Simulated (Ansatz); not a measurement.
**BH3O2Se (SMILES OB(O)[SeH]): functionals against CCSD(T) at one geometry**

One table from this session's results is given with a row withheld; the runs are named, their logs left out.

Computed with Ansatz 0.2.0, Gaussian basis. Level: single points in def2-TZVPP.

Cores are frozen in the correlated methods. Filled d shells of the heavier atoms are correlated.

**The system as given**

7 atoms, charge 0, spin multiplicity 1.

Atoms are counted from 1 here; the program's logs count them from 0.

Bond lengths: O1–B2 1.355 Å, O1–H5 0.954 Å, B2–O3 1.329 Å, B2–Se4 1.966 Å, O3–H6 0.954 Å, Se4–H7 1.455 Å. Angles: B2–O1–H5 119.0°, O1–B2–O3 122.6°, O1–B2–Se4 124.1°, O3–B2–Se4 113.2°, B2–O3–H6 116.4°, B2–Se4–H7 99.2°.

Geometry (Å):

```xyz
7

O    -0.1824    1.1830    0.2324
B     0.1826   -0.1221    0.2443
O     0.9219   -0.6506    1.2137
Se   -0.3026   -1.4164   -1.1540
H    -0.7535    1.4970   -0.4637
H     1.1971   -0.0580    1.9095
H    -1.0122   -0.5257   -2.0595
```

Set-up of the first run:

run/in.yaml reads:

```yaml
crystal:
  periodic: [false, false, false]
  atoms:
    - {symbol: O, position_ang: [-0.182400, 1.183000, 0.232400]}
    - {symbol: B, position_ang: [0.182600, -0.122100, 0.244300]}
    - {symbol: O, position_ang: [0.921900, -0.650600, 1.213700]}
    - {symbol: Se, position_ang: [-0.302600, -1.416400, -1.154000]}
    - {symbol: H, position_ang: [-0.753500, 1.497000, -0.463700]}
    - {symbol: H, position_ang: [1.197100, -0.058000, 1.909500]}
    - {symbol: H, position_ang: [-1.012200, -0.525700, -2.059500]}
basis:
  gaussian: {orbitals: def2-TZVPP}
correlation: {method: ccsd_t}
```

No record of the launch command was kept for these runs.

Steps of the session up to this table: CCSD(T)/def2-TZVPP; PBE0-D4/def2-TZVPP; wB97M-V/def2-TZVPP; r2SCAN-D4/def2-TZVPP; PBE-D4/def2-TZVPP; CAM-B3LYP-D4/def2-TZVPP; revPBE-D4/def2-TZVPP.

One table of the session follows, with a row left open; its other results are not shown here.

| method | RMS force component (eV/Å) | dipole (D) |
| --- | --- | --- |
| PBE0-D4 | 0.427 | 2.21 |
| wB97M-V | 0.460 | 2.22 |
| r2SCAN-D4 | 0.469 | 2.25 |
| PBE-D4 | ? | ? |
| CAM-B3LYP-D4 | 0.392 | 2.23 |
| revPBE-D4 | 0.674 | 2.15 |

Q: Estimate the row for PBE-D4 from the others.

**Answer.** RMS force component (eV/Å): 0.622; dipole (D): 2.15. In the column «RMS force component (eV/Å)» it lies between r2SCAN-D4 (0.469) and revPBE-D4 (0.674).
